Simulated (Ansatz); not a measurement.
# F3H4NSi (built from SMILES F.N[SiH](F)F): a short trajectory

Aim: follow the atoms for 80 steps of 0.75 fs at constant energy, with velocities drawn for 700 K, and see to which side of the barrier the system falls.

Method: PBE0-D4/def2-SVP; program: Ansatz 0.2.0, Gaussian basis.

## (1) Starting geometry

The start, a first-order saddle point found at PBE0-D4 in triple zeta: 9 atoms, charge 0, spin multiplicity 1.

Atoms are counted from 1 here; the program's logs count them from 0.

Bond lengths: Si1–N2 1.814 Å, Si1–F3 1.581 Å, Si1–F4 1.609 Å, Si1–H5 1.461 Å, N2–H6 1.254 Å, N2–H8 1.013 Å, N2–H9 1.013 Å, H6–F7 1.164 Å. Angles: N2–Si1–F3 109.2°, N2–Si1–F4 99.9°, N2–Si1–H5 119.3°, F3–Si1–F4 101.0°, F3–Si1–H5 121.2°, F4–Si1–H5 101.4°, Si1–N2–H6 81.4°, Si1–N2–H8 115.5°, Si1–N2–H9 114.0°, H6–N2–H8 117.2°, H6–N2–H9 117.7°, H8–N2–H9 108.9°, N2–H6–F7 138.1°.

Geometry (Å):

```xyz
9
charge 0, multiplicity 1
Si   -0.6231    0.3683   -0.3703
N     0.8281   -0.0857    0.6187
F    -0.2252    0.3838   -1.9007
F    -0.6908    1.9448   -0.0538
H    -1.9482   -0.0696    0.0620
H     0.5216   -1.2273    0.2009
F    -0.3044   -1.7150   -0.4581
H     0.7465    0.0809    1.6140
H     1.6956    0.3198    0.2872
```

## (2) Dynamics

The input, md/in.yaml:

```yaml
crystal:
  periodic: [false, false, false]
  atoms:
    - {symbol: Si, position_ang: [-0.623058, 0.368267, -0.370324]}
    - {symbol: N, position_ang: [0.828091, -0.085745, 0.618661]}
    - {symbol: F, position_ang: [-0.225229, 0.383848, -1.900655]}
    - {symbol: F, position_ang: [-0.690819, 1.944753, -0.053764]}
    - {symbol: H, position_ang: [-1.948225, -0.069577, 0.062039]}
    - {symbol: H, position_ang: [0.521558, -1.227266, 0.200889]}
    - {symbol: F, position_ang: [-0.304420, -1.715046, -0.458091]}
    - {symbol: H, position_ang: [0.746506, 0.080922, 1.614040]}
    - {symbol: H, position_ang: [1.695595, 0.319846, 0.287204]}
basis:
  gaussian: {orbitals: def2-SVP}
hamiltonian: {xc: pbe0, dispersion: d4}
md: {n_steps: 80, timestep: 0.75, temperature: 700, ensemble: nve, seed: 290, initial_velocities: maxwell_boltzmann}
```

Launch:

```sh
> ansatz run in.yaml --threads 4 --pin off --events-out ev --progress --plain --max-ram 9574MiB
```

**Question.** What will these runs give? Wanted: temperature at the start; mean temperature, second half; lowest and highest potential energy, from the first frame; largest change of potential + kinetic.

**Answer**, as computed:

| quantity | value |
| --- | --- |
| length | 80 steps, 60.0 fs |
| temperature at the start | 700 K |
| mean temperature, second half | 956 K |
| lowest and highest potential energy, from the first frame | -664 and 377 meV |
| largest change of potential + kinetic | 11.2 meV |

By the last frame it has moved towards the side where Si1–F7, N2–H6 form. The system runs downhill by 0.66 eV, and that energy turns into motion. With no thermostat the total energy should stay fixed; it holds within 11.2 meV, small beside the kinetic energy, so the time step serves. The temperature runs between 292 and 1429 K.
